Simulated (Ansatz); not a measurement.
**NaAs (singlet): the correlation ladder at distance As1–Na2 = 4.333 Å, cc-pVDZ**

Aim: climb from Hartree-Fock through coupled cluster and multireference methods for NaAs (singlet) at one geometry and basis, and see what each rung misses.

Computed with Ansatz 0.2.0, Gaussian basis. Level: cc-pVDZ, core rule «outside noble gas», up to 19 orbitals frozen.

The runs, in order: UHF; CCSD(T) on RHF; CCSD(T) on UHF; BCCD(T) on RHF; CISD; CCSDT(Q) on RHF; CCSDT(Q) on UHF; CCSDTQ on RHF; CASSCF and MRCISD+Q, 2 electrons in 2 orbitals; CASSCF and NEVPT2, 2 electrons in 2 orbitals; Full CI.

69 further runs of the same task are left out: 50 for a known fault of the program, 12 that didn't finish, 7 set aside as unsound or not needed. Runs told in other sessions of the task aren't counted.

## 1. What is computed

The geometry derives from a PBE0/def2-TZVP stationary point (not a proven minimum). One bond is set to the value named and the two fragments are kept rigid. No spin-orbit coupling is included. The filled d shell of As may be among the frozen orbitals whatever the setting's name suggests.

2 atoms, charge 0, spin multiplicity 1.

Atoms are counted from 1 here; the program's logs count them from 0.

No contacts short enough for the rule that draws bonds.

## 2. UHF

Contents of in.yaml:

```yaml
crystal:
  periodic: [false, false, false]
  atoms:
    - {symbol: As, position_ang: [0.000000, 0.000000, 0.000000]}
    - {symbol: Na, position_ang: [0.000000, 0.000000, 4.333000]}
basis:
  gaussian: {orbitals: cc-pVDZ}
magnetization: {spin_polarized: true, initial_magnetization: 0}
hamiltonian: {xc: hf}
output: {orbitals: {seedname: orbitals}}
```

Command:

```bash
> ansatz run in.yaml --threads 1 --pin off --events-out ev --progress --plain --max-ram 2393MiB
```

After this run come: CCSD(T) on RHF; CCSD(T) on UHF; BCCD(T) on RHF; CISD; CCSDT(Q) on RHF; CCSDT(Q) on UHF; CCSDTQ on RHF; CASSCF and MRCISD+Q, 2 electrons in 2 orbitals; CASSCF and NEVPT2, 2 electrons in 2 orbitals; Full CI.

Before running them: what should the planned runs give, taken together? Wanted: FCI from the RHF energy; RMP2 from FCI; RCCSD from FCI; RCCSD(T) from FCI; RCCSDT(Q) from FCI; T1 diagnostic; effectively unpaired electrons.

As calculated:

| quantity | value |
| --- | --- |
| FCI from the RHF energy | -3.6371 eV |
| RMP2 from FCI | +1235.4 meV |
| RCCSD from FCI | +425.9 meV |
| RCCSD(T) from FCI | +191.5 meV |
| RCCSDT(Q) from FCI | -8.4 meV |
| levels within 1 kcal/mol (43 meV) | RCCSDT, RCCSDT(Q), RCCSDTQ |
| T1 diagnostic | 0.067 |
| effectively unpaired electrons | 2.58 |

What this shows: RCCSD(T) misses by +191.5 meV, 5.3 % of the correlation energy. RCCSDT(Q) falls below full CI, which methods that aren't variational can do. With 2.6 effectively unpaired electrons against 0 the state is strongly multireference. These misses are within one basis, not against nature.

The restricted and unrestricted ladders end 1.41 eV apart at CCSDT(Q), which points to two states or an unsound top rung; rows of one don't measure the error of the other.
